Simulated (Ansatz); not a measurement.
# NbTe (P-6m2) in Ansatz: notebook

The runs below take NbTe through phonons, elastic constants, with LDA, PBE.

Everything below comes from runs of Ansatz 0.2.0. Logs are shortened: lines on timing, memory, paths and dates and some standing lists are left out, and cuts for length are marked.

## (1) The crystal as given

It takes space group P-6m2 (No. 187, hexagonal). The conventional cell has a = 3.703 Å, b = 3.703 Å, c = 3.694 Å, α = 90.00°, β = 90.00°, γ = 120.00°. Te (site symmetry -6m2) has 6 Nb at 2.83 Å as nearest neighbours. Nb (site symmetry -6m2) has 6 Te at 2.83 Å as nearest neighbours.

The cell comes from a database or a generator and needn't be the stable form of this composition.

## (2) Phonons, LDA

Contents of input.yaml:

```yaml
crystal:
  lattice:
    - [3.7029743866, 0.0, 0.0]
    - [-1.8514871933, 3.2068698884, 0.0]
    - [0.0, 0.0, 3.694211]
  atoms:
    - { symbol: Te, position: [0.6666666667, 0.3333333333, 0.0] }
    - { symbol: Nb, position: [0.0, 0.0, 0.5] }
hamiltonian:
  xc: lda
  pseudopotentials: { kind: paw }
kpoints:
  mp_grid: { grid: [6, 6, 5] }
scf:
  occupations: { method: fermi_dirac, width: 0.05 }
phonons:
  method: dfpt
```

Potentials or basis: Ansatz PAW.

Started as:

```sh
ansatz run input.yaml --threads 2 --pin off --max-ram 5632MiB --backend cpu --events-out ev --progress --plain --runs-dir out
```

The program printed:

```text
Warning: RAYON_NUM_THREADS=2 ignored (pool sized by the plan → 2); use --threads N
zone centre: on kpoints.mp_grid the ground state, and the responses unless they are solved on pairs of k-points, stand on 39 of the mesh's 180 k-points, reduced under 4 symmetry operations, with k and −k counted as one. Each operation leaves every solved displacement unchanged or reverses it
Engine: ansatz 0.2.0, aarch64-unknown-linux-gnu
Pseudopotentials: kind: paw
Pseudopotential: Te, paw, valence charge 16, recommended cutoff 420 eV (normal), Te.paw.azcp
Pseudopotential: Nb, paw, valence charge 13, recommended cutoff 420 eV (normal), Nb.paw.azcp
Functional definition: SPW92
  exchange = slater_x
  correlation = pw_c
Crystal: 2 atoms, lattice volume = 43.869 Å³
Basis set: ecut = 420 eV, 865 PW (Γ), exchange–correlation on 50×50×50 points (8 copies of the dense FFT grid, shifted against one another)
Bands: 19, of which v1, the nominal top of the filled ones, is band 15 counted from 1 (14 counted from 0)
Symmetry: 12 space group operations
k-points: 39 of 180 (irreducible under 4 space group operations, time reversal used)
Non-local potential: Te, projectors of the file, l = 0: 2, l = 1: 2, l = 2: 2, l = 3: 2
Non-local potential: Nb, projectors of the file, l = 0: 3, l = 1: 2, l = 2: 2, l = 3: 1
PAW form: soft (Blöchl's): semilocal exchange-correlation on the pseudo side does not see the compensation charge
PAW frozen core: Te, regenerated for the run's functional, and the local potential with it (the file was generated under x = pbe(κ = 0.804, μ = 0.2195149727645171), c = pbe(β = 0.06672455060314922))
PAW frozen core: Nb, regenerated for the run's functional, and the local potential with it (the file was generated under x = pbe(κ = 0.804, μ = 0.2195149727645171), c = pbe(β = 0.06672455060314922))
PAW one-centre angular grid: Te, 590 points (default); XC on 64 Gauss nodes
PAW one-centre angular grid: Nb, 590 points (default); XC on 64 Gauss nodes
Initial density: superposition of atomic densities (neutral atoms: chi_scale 0, normalization atom), corrected by the library's trained network
Initial wavefunctions: pseudopotential atomic-orbital guess
Functional: x = slater, c = lda
SCF iter   1: F=—  HF=-11270.173844 eV  |F-HF|=—  |Δ(HF+E_count)|=         —  Δρ=1.03e-2  dr2=2.44e-2  ethr=1.77e-3  ⟨swp⟩=6.0  Hψ=3841  notcnv=0
preconditioner: auto → none  [metal: Δε(μ)=0.040 eV  Ē_g=7.563 eV  σ=0.050 eV  W_gap=0.20  n_scr=8 (ndim 8)  ℏωp=18.6 eV  f_vac=0.000  D(μ)=1.88/eV (n_scr^D=20)  sad-step TF]
SCF iter   2: F=—  HF=-11270.169152 eV  |F-HF|=—  |Δ(HF+E_count)|=   4.69e-3  Δρ=5.89e-3  dr2=9.57e-3  ethr=8.41e-5  ⟨swp⟩=1.5  Hψ=1080  notcnv=0
SCF iter   3: F=—  HF=-11270.166547 eV  |F-HF|=—  |Δ(HF+E_count)|=   2.60e-3  Δρ=3.56e-4  dr2=4.01e-5  ethr=3.30e-5  ⟨swp⟩=2.0  Hψ=983  notcnv=0
SCF iter   4: F=—  HF=-11270.166545 eV  |F-HF|=—  |Δ(HF+E_count)|=   1.88e-6  Δρ=7.59e-5  dr2=1.69e-6  ethr=1.38e-7  ⟨swp⟩=2.0  Hψ=1048  notcnv=0
SCF iter   5: F=—  HF=-11270.166547 eV  |F-HF|=—  |Δ(HF+E_count)|=   2.00e-6  Δρ=1.62e-5  dr2=1.16e-7  ethr=5.81e-9  ⟨swp⟩=2.2  Hψ=1293  notcnv=0
SCF iter   6: F=—  HF=-11270.166547 eV  |F-HF|=—  |Δ(HF+E_count)|=   6.04e-8  Δρ=2.91e-6  dr2=1.41e-9  ethr=4.01e-10  ⟨swp⟩=2.0  Hψ=1288  notcnv=0
SCF iter   7: F=—  HF=-11270.166547 eV  |F-HF|=—  |Δ(HF+E_count)|=  1.31e-10  Δρ=6.92e-7  dr2=2.00e-10  ethr=4.88e-12  ⟨swp⟩=2.1  Hψ=1328  notcnv=0
SCF iter   8: F=-11270.166547 eV  HF=-11270.166547 eV  |F-HF|=3.64e-12  |Δ(HF+E_count)|=  7.64e-11  Δρ=1.28e-7  dr2=2.13e-12  ethr=1.00e-12  ⟨swp⟩=5.1  Hψ=3844  notcnv=0
SCF 1 converged in 8 iterations: F = -11270.166547 eV  dr2 = 2.13e-12
DFPT response loops at Γ: preconditioner auto → Kerker (q_TF=auto, 2.546 Å⁻¹) (partly filled bands, converged f_vac=0.000); β = 1.00, the filter's whole step (`scf.mixing.beta` (0.50) is not read by the response loops under this deck's `scf.mixing.preconditioner`; to damp them name `kerker` or `kerker_dos`, under which they read `scf.mixing.beta`, and type it under 1.00, their step now; both keys bind the ground state too); Broyden in place of MSR1
SCF converged after 8 iterations
Free energy (F): -11270.166547 eV
Harris-Foulkes:  -11270.166547 eV  (|F-HF|=3.64e-12)
Internal energy: -11270.151435 eV  (E = F + TS)
E sigma→0 (E₀):  -11270.158991 eV
Entropy (-TS):   -0.015113 eV (-7.556 meV/atom)
Fermi energy:    15.683119 eV
--- Per-component energies (eV) ---
  E_band       = -285.589304
  E_kinetic    = 577.286660
  E_local      = -1744.847659  (includes V_loc(G=0)·N_el)
  E_nonlocal   = -178.081101
  E_hartree    = 936.686482
  E_xc         = -298.211242
  E_vxc        = -317.565238  (∫ρ·V_xc dr)
  E_paw        = -7476.982286  (= ΣΔE_a)
  E_vpaw       = -495.754754  (= ΣTr[D̂ρ^β])
  E_aug_tail   = -0.000188  (compensation charges beyond the density's cutoff)
  E_ewald      = -3087.106456
  E_core_change = 1.104356  (= ΣΔE_core)
  E_smearing   = -0.015113  (= −TS)
  E_closure    = 0.000000  (closes the sum)
  Σ components = -11270.166547   (vs F -11270.166547, Δ=0.00e0)
--- Band table (eV; the first three rows and the last of 39) ---
  k-point 0: bands = ["-39.8369", "-22.3565", "-22.3565", "-22.3484", "-22.3484", "-22.3480", "-16.0826", "-15.8848", "-15.8848", "1.2792", "12.4338", "12.4338", "12.6058", "13.2370", "15.7357", "15.7357", "18.0091", "18.0091", "18.3438"]
  k-point 1: bands = ["-39.8351", "-22.3560", "-22.3560", "-22.3504", "-22.3504", "-22.3435", "-16.1225", "-15.8808", "-15.8808", "1.6574", "10.5222", "12.6469", "12.6469", "14.4305", "15.0416", "15.0416", "18.2483", "18.2483", "19.2704"]
  k-point 2: bands = ["-39.8322", "-22.3553", "-22.3553", "-22.3536", "-22.3536", "-22.3364", "-16.1862", "-15.8743", "-15.8743", "2.4373", "8.4109", "12.9442", "12.9442", "14.6146", "14.6146", "15.8962", "17.4486", "17.4486", "20.4689"]
  k-point 38: bands = ["-39.8242", "-22.3598", "-22.3560", "-22.3523", "-22.3444", "-22.3298", "-16.1437", "-15.9860", "-15.9147", "3.2352", "9.5542", "9.9610", "11.2318", "14.1740", "16.6069", "16.8812", "17.3038", "18.6326", "19.4193"]
--- Phonons (Γ-DFPT): 4 representative perturbations + reference, on 39 of 180 k-points (Σ response iterations 12) ---
  k mesh reduced under 4 symmetry operations, with k and −k counted as one. Each operation leaves every solved displacement unchanged or reverses it
  ASR residual: 2.386e-4 → 0.000e0 eV/Å²; symmetrization residual: 4.166e-5 eV/Å²
  ASR residual per site (eV/Å²): 1.00e-4 2.39e-4
  Γ frequencies (cm⁻¹): 0.00 0.00 0.00 211.60 211.60 214.58
  non-analytic LO–TO correction: not included (Born effective charges unavailable; polar crystals: no LO–TO splitting at Γ)
```

Run time: 9.3 s. Hardware: 2 threads of Arm Neoverse V1, shared host; peak memory 0.42 GiB.

What came out:

| Item | Value |
| --- | --- |
| Free energy | -11270.1665 eV |
| Band gap on the k mesh | none (metal or under the smearing width) |
| Highest phonon frequency at Γ | 215 cm⁻¹ |

Levels at points of the mesh, in eV from the Fermi level:
```
            k point  band 13  band 14  band 15  band 16  band 17  band 18
 (0.00, 0.00, 0.00)    -3.08    -2.45     0.05     0.05     2.33     2.33
(0.00, -0.50, 0.00)    -2.71    -2.70    -0.27     1.14     1.38     2.93
(-0.50, 0.00, 0.00)    -2.71    -2.70    -0.27     1.14     1.38     2.93
```

Phonon frequencies in cm⁻¹ (negative: imaginary):
```csv
q point,frequencies
"(0.000, 0.000, 0.000)",0 0 0 212 212 215
```

Caveat: the PAW data sets come from PBE, with cores solved anew for the run's functional, which leaves a small shift of forces and pressure. Spin-orbit coupling is left out, which matters for the levels of Te.

## (3) Elastic constants, LDA

Changes to input.yaml since step 2:

```diff
@@ -15,3 +15,7 @@
   occupations: { method: fermi_dirac, width: 0.05 }
-phonons:
-  method: dfpt
+output:
+  forces: true
+  stress: true
+elastic:
+  mode: relaxed_ion
+  stencil: two_point
```

Potentials or basis: Ansatz PAW.

Started as:

```sh
ansatz run input.yaml --threads 2 --pin off --max-ram 5632MiB --backend cpu --events-out ev --progress --plain --runs-dir out
```

The program printed:

```text
Warning: RAYON_NUM_THREADS=2 ignored (pool sized by the plan → 2); use --threads N
Engine: ansatz 0.2.0, aarch64-unknown-linux-gnu
Pseudopotentials: kind: paw
Pseudopotential: Te, paw, valence charge 16, recommended cutoff 420 eV (normal), Te.paw.azcp
Pseudopotential: Nb, paw, valence charge 13, recommended cutoff 420 eV (normal), Nb.paw.azcp
Functional definition: SPW92
  exchange = slater_x
  correlation = pw_c
Crystal: 2 atoms, lattice volume = 43.869 Å³
Basis set: ecut = 420 eV, 865 PW (Γ)
Bands: 19, of which v1, the nominal top of the filled ones, is band 15 counted from 1 (14 counted from 0)
Symmetry: 12 space group operations
Space group: P-6m2 (ITA 187), of the structure as read, at distance tolerance 3.5e-5 Å
k-points: 21 of 180 (time reversal used)
Non-local potential: Te, projectors of the file, l = 0: 2, l = 1: 2, l = 2: 2, l = 3: 2
Non-local potential: Nb, projectors of the file, l = 0: 3, l = 1: 2, l = 2: 2, l = 3: 1
PAW form: soft (Blöchl's): semilocal exchange-correlation on the pseudo side does not see the compensation charge
PAW frozen core: Te, regenerated for the run's functional, and the local potential with it (the file was generated under x = pbe(κ = 0.804, μ = 0.2195149727645171), c = pbe(β = 0.06672455060314922))
PAW frozen core: Nb, regenerated for the run's functional, and the local potential with it (the file was generated under x = pbe(κ = 0.804, μ = 0.2195149727645171), c = pbe(β = 0.06672455060314922))
PAW one-centre angular grid: Te, 590 points (default); XC on 64 Gauss nodes
PAW one-centre angular grid: Nb, 590 points (default); XC on 64 Gauss nodes
Initial density: superposition of atomic densities (neutral atoms: chi_scale 0, normalization atom), corrected by the library's trained network
Initial wavefunctions: pseudopotential atomic-orbital guess
Functional: x = slater, c = lda
SCF iter   1: F=—  HF=-11270.173815 eV  |F-HF|=—  |Δ(HF+E_count)|=         —  Δρ=1.03e-2  dr2=2.44e-2  ethr=1.77e-3  ⟨swp⟩=6.0  Hψ=2066  notcnv=0
[... 262 lines left out ...]
  E_smearing   = -0.015113  (= −TS)
  E_closure    = 0.000000  (closes the sum)
  Σ components = -11270.166547   (vs F -11270.166547, Δ=0.00e0)
--- Forces (eV/Å), atoms counted from 1 ---
  atom   1  Te     0.00000000     0.00000000     0.00000000
  atom   2  Nb     0.00000000     0.00000000     0.00000000
  max |Σ_I F_I| component: 9.25e-17 eV/Å
--- Stress (GPa, compression-positive) ---
       -7.050576       0.000000       0.000000
        0.000000      -7.050576       0.000000
        0.000000       0.000000      -8.103705
  P = ⅓ Tr σ = -7.4016 GPa (-74.016 kbar)
--- Band table (eV; the first three rows and the last of 21) ---
  k-point 0: bands = ["-39.8369", "-22.3565", "-22.3565", "-22.3484", "-22.3484", "-22.3480", "-16.0826", "-15.8848", "-15.8848", "1.2792", "12.4338", "12.4338", "12.6058", "13.2370", "15.7357", "15.7357", "18.0091", "18.0091", "18.3438"]
  k-point 1: bands = ["-39.8351", "-22.3560", "-22.3560", "-22.3504", "-22.3504", "-22.3435", "-16.1225", "-15.8808", "-15.8808", "1.6574", "10.5222", "12.6469", "12.6469", "14.4305", "15.0416", "15.0416", "18.2483", "18.2483", "19.2704"]
  k-point 2: bands = ["-39.8322", "-22.3553", "-22.3553", "-22.3536", "-22.3536", "-22.3364", "-16.1862", "-15.8743", "-15.8743", "2.4373", "8.4109", "12.9442", "12.9442", "14.6146", "14.6146", "15.8962", "17.4486", "17.4486", "20.4689"]
  k-point 20: bands = ["-39.8232", "-22.3613", "-22.3539", "-22.3495", "-22.3464", "-22.3296", "-16.1383", "-15.9751", "-15.9446", "3.3706", "9.4204", "10.0070", "10.8759", "14.4807", "16.5993", "17.2344", "18.1298", "18.2579", "18.3919"]
--- Elastic constants: 3 strain directions × 2 members + reference (group order 12) ---
  dense FFT box of the reference and of every strained cell: 25×25×25
  strains applied: 11, 33, 23; error gains: componentwise 1.00 (the most a stress slope's error grows in a printed constant), spectral 1.41 (1 for all six strains in a standard setting)
  C = ∂σ_k/∂η_j (tension-positive GPa; Voigt order 11 22 33 23 13 12):
       151.856     55.349     82.327      0.000      0.000      0.000
        55.349    151.856     82.327      0.000      0.000      0.000
        81.247     81.247    219.706      0.000      0.000      0.000
         0.000      0.000      0.000     78.167      0.000      0.000
         0.000      0.000      0.000      0.000     78.167      0.000
         0.000      0.000      0.000      0.000      0.000     48.253
  reference stress σ⁰ (GPa):      7.051      7.051      8.104     -0.000     -0.000     -0.000
  C* (energy form; C + prestress term) asymmetry max|C*_kj − C*_jk| = 2.667e-2 GPa — a small one proves nothing (zero by symmetry where the batch's group is 432, −43m or m−3m); a large one is finite-difference/SCF noise where every solve meets its electron count
  moduli (Voigt/Reuss/Hill, GPa): K = 106.81/100.62/103.72   G = 61.22/57.49/59.35   E = 149.54   ν = 0.260
  mechanically stable: yes (min eigenvalue of sym C = 48.25 GPa)
  the stresses are not corrected for the forces that the relaxations left standing (`elastic.f_tol`)
  strain η (Voigt 11):  stress-route row diagonal C_11 = 151.86 GPa, energy-path curvature d²(F+E_count+ΔE)/dδ²/Ω₀ = 151.82 GPa
         δ    σ_11 (GPa)             F (eV)   n_scf  n_hpsi   n_pw
    -2.000e-3       6.7448      -11270.1703240       6    9470    865   relax 3 steps, max|allowed force component| 2.11e-5 eV/Å
     2.000e-3       7.3522      -11270.1626073       6    9440    881   relax 3 steps, max|allowed force component| 1.03e-7 eV/Å
  strain η (Voigt 33):  stress-route row diagonal C_33 = 219.71 GPa, energy-path curvature d²(F+E_count+ΔE)/dδ²/Ω₀ = 219.78 GPa
         δ    σ_33 (GPa)             F (eV)   n_scf  n_hpsi   n_pw
    -2.000e-3       7.6616      -11270.1708672       7    6915    865   relax 0 steps, max|allowed force component| 7.40e-17 eV/Å
     2.000e-3       8.5405      -11270.1619922       5    5400    865   relax 0 steps, max|allowed force component| 1.85e-17 eV/Å
  strain η (Voigt 23):  stress-route row diagonal C_44 = 78.17 GPa, energy-path curvature d²(F+E_count+ΔE)/dδ²/Ω₀ = 74.38 GPa
         δ    σ_23 (GPa)             F (eV)   n_scf  n_hpsi   n_pw
    -2.000e-3      -0.1563      -11270.1665073       6   13271    865   relax 3 steps, max|allowed force component| 9.19e-8 eV/Å
     2.000e-3       0.1563      -11270.1665073       6   13236    865   relax 3 steps, max|allowed force component| 9.38e-8 eV/Å
```

elastic.tsv:

```text
[... 16 lines left out ...]
6	0.0000000000e0	0.0000000000e0	0.0000000000e0	0.0000000000e0	0.0000000000e0	4.8253334824e1	-7.4115557858e-16	-7.4115557858e-16	-7.4115557858e-16	0.0000000000e0	0.0000000000e0	4.8253334824e1	0.0000000000e0	0.0000000000e0	0.0000000000e0	0.0000000000e0	0.0000000000e0	1.1613118598e-2
```

elastic_members.tsv:

```text
# convention: tension-positive GPa; Voigt order 11 22 33 23 13 12; engineering shear strains; stresses and constants hold the Pulay correction, whose part of sigma0, of c and of each member's stress the lines and columns named pulay_correction_..._gpa give (of c_energy it is that of c and, on the columns of strains 1 to 3, that of sigma0; of a layer's constants it is that of c in the plane, times a tenth of its plane spacing in ang); where a line pulay_correction_withheld stands none holds it
[... 13 lines left out ...]
3	2.0000000000e-3	7.0501939669e0	7.0498960034e0	8.1025924974e0	1.5633454575e-1	1.3896667098e-15	-4.4469334715e-15	-1.1270166507e4	-1.1270158952e4	6	13236	865	3	9.3772074987e-8	0.0000000000e0	-3.2740371781e-2	-3.2697720819e-2	-3.3014729269e-2	2.7953883654e-5	-3.6705216594e-18	7.2519838678e-18	-2.2215230548e-6	0.0000000000e0
```

It took 32 s on 2 threads of Arm Neoverse V1, shared host; peak memory 0.37 GiB.

Results:

* Free energy: -11270.1665 eV
* Pressure: -7.4 GPa
* Band gap on the k mesh: none (metal or under the smearing width)
* Voigt bulk modulus: 107 GPa

Elastic tensor in Voigt notation (GPa, in the Cartesian axes of the cell as first typed):
```
152  55  82   0   0   0
 55 152  82   0   0   0
 81  81 220   0   0   0
  0   0   0  78   0   0
  0   0   0   0  78   0
  0   0   0   0   0  48
```

Caveat: the cell is more than 3 GPa from zero pressure, which shifts response properties; elastic constants of metals need much finer meshes, so these are rough; the PAW data sets come from PBE, with cores solved anew for the run's functional, which leaves a small shift of forces and pressure. Spin-orbit coupling is left out, which matters for the levels of Te.

(Continued in part 2 of 2.)
